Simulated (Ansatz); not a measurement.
# CH₈O₄Si₂: a ladder of functionals and wavefunction methods

One table from this session's results is given with a row withheld; the runs are named, their logs left out.

Computed with Ansatz 0.2.0, Gaussian basis. Level: functionals in def2-TZVPP, the program's frozen cores in correlated methods.

Plan: PBE-D4, r2SCAN-D4, PBE0-D4, B3LYP-D4, ωB97X-V, ωB97M-V, B2PLYP; CCSD(T)/def2-TZVPP; MP2/def2-QZVPP; extrapolation to the limit.

## The geometry

The geometry comes from an earlier relaxation with PBE0-D4 in a triple-zeta def2 set; it is a stationary point, not always the lowest conformer.

SMILES `C[SiH](O)O[SiH](O)O`, 15 atoms, charge 0, spin multiplicity 1.

Atoms are counted from 1 here; the program's logs count them from 0.

Bond lengths: C1–Si2 1.846 Å, C1–H8 1.093 Å, C1–H9 1.092 Å, C1–H10 1.093 Å, Si2–O3 1.638 Å, Si2–O4 1.653 Å, Si2–H11 1.487 Å, O3–H12 0.963 Å, O4–Si5 1.616 Å, Si5–O6 1.644 Å, Si5–O7 1.635 Å, Si5–H13 1.477 Å, O6–H14 0.958 Å, O7–H15 0.958 Å. Angles: Si2–C1–H8 110.4°, Si2–C1–H9 110.6°, Si2–C1–H10 110.7°, H8–C1–H9 108.3°, H8–C1–H10 108.2°, H9–C1–H10 108.6°, C1–Si2–O3 108.6°, C1–Si2–O4 109.7°, C1–Si2–H11 111.4°, O3–Si2–O4 109.3°, O3–Si2–H11 111.0°, O4–Si2–H11 106.8°, Si2–O3–H12 114.8°, Si2–O4–Si5 136.7°, O4–Si5–O6 106.5°, O4–Si5–O7 114.0°, O4–Si5–H13 108.2°, O6–Si5–O7 105.6° and more.

Set-up of the first run:

The input, in.yaml:

```yaml
crystal:
  periodic: [false, false, false]
  atoms:
    - {symbol: C, position_ang: [-1.580004, 1.797278, -1.233832]}
    - {symbol: Si, position_ang: [-1.108819, 0.445759, -0.067661]}
    - {symbol: O, position_ang: [-1.629424, -0.980908, -0.681998]}
    - {symbol: O, position_ang: [0.535342, 0.402251, 0.099040]}
    - {symbol: Si, position_ang: [1.652194, -0.709749, 0.456202]}
    - {symbol: O, position_ang: [0.899990, -2.169340, 0.378623]}
    - {symbol: O, position_ang: [2.238302, -0.597110, 1.978188]}
    - {symbol: H, position_ang: [-2.665026, 1.831230, -1.360114]}
    - {symbol: H, position_ang: [-1.126192, 1.635250, -2.214307]}
    - {symbol: H, position_ang: [-1.250675, 2.767575, -0.854316]}
    - {symbol: H, position_ang: [-1.671643, 0.677828, 1.288986]}
    - {symbol: H, position_ang: [-1.147740, -1.754853, -0.371584]}
    - {symbol: H, position_ang: [2.752552, -0.590307, -0.521504]}
    - {symbol: H, position_ang: [1.262440, -2.874143, 0.917642]}
    - {symbol: H, position_ang: [2.838714, 0.119239, 2.186634]}
basis:
  gaussian: {orbitals: def2-TZVPP}
hamiltonian: {xc: pbe, dispersion: d4}
output: {forces: true, orbitals: {seedname: orbitals}}
```

The run is started by

```sh
ansatz run in.yaml --threads 2 --pin off --events-out ev --progress --plain --max-ram 22528MiB --backend cuda --devices 0, --max-vram 18GiB
```

Steps of the session up to this table: PBE-D4 (GGA); r2SCAN-D4 (meta-GGA); PBE0-D4 (hybrid); B3LYP-D4 (hybrid); ωB97X-V (range-separated); ωB97M-V (range-separated); B2PLYP (double hybrid); CCSD(T) in def2-TZVPP; MP2 in def2-QZVPP.

One table of the session follows, with a row left open; its other results are not shown here.

It belongs to the step «Atomisation energies». 

| method | atomisation energy (kJ/mol) |
| --- | --- |
| PBE-D4 | 6057.8 |
| r2SCAN-D4 | 6028.2 |
| PBE0-D4 | 5949.6 |
| B3LYP-D4 | 5991.5 |
| ωB97X-V | 6032.8 |
| ωB97M-V | 6041.7 |
| B2PLYP | 5952.8 |
| HF/def2-TZVPP | ? |
| MP2/def2-TZVPP | 6018.7 |
| CCSD/def2-TZVPP | 5795.8 |
| CCSD(T)/def2-TZVPP | 5878.2 |
| MP2/CBS | 6198.6 |
| CCSD(T)/CBS | 6058.1 |

Q: Estimate the row for HF/def2-TZVPP from the others.

The run gave: atomisation energy (kJ/mol): 4381.9. In the column «atomisation energy (kJ/mol)» it is the lowest.
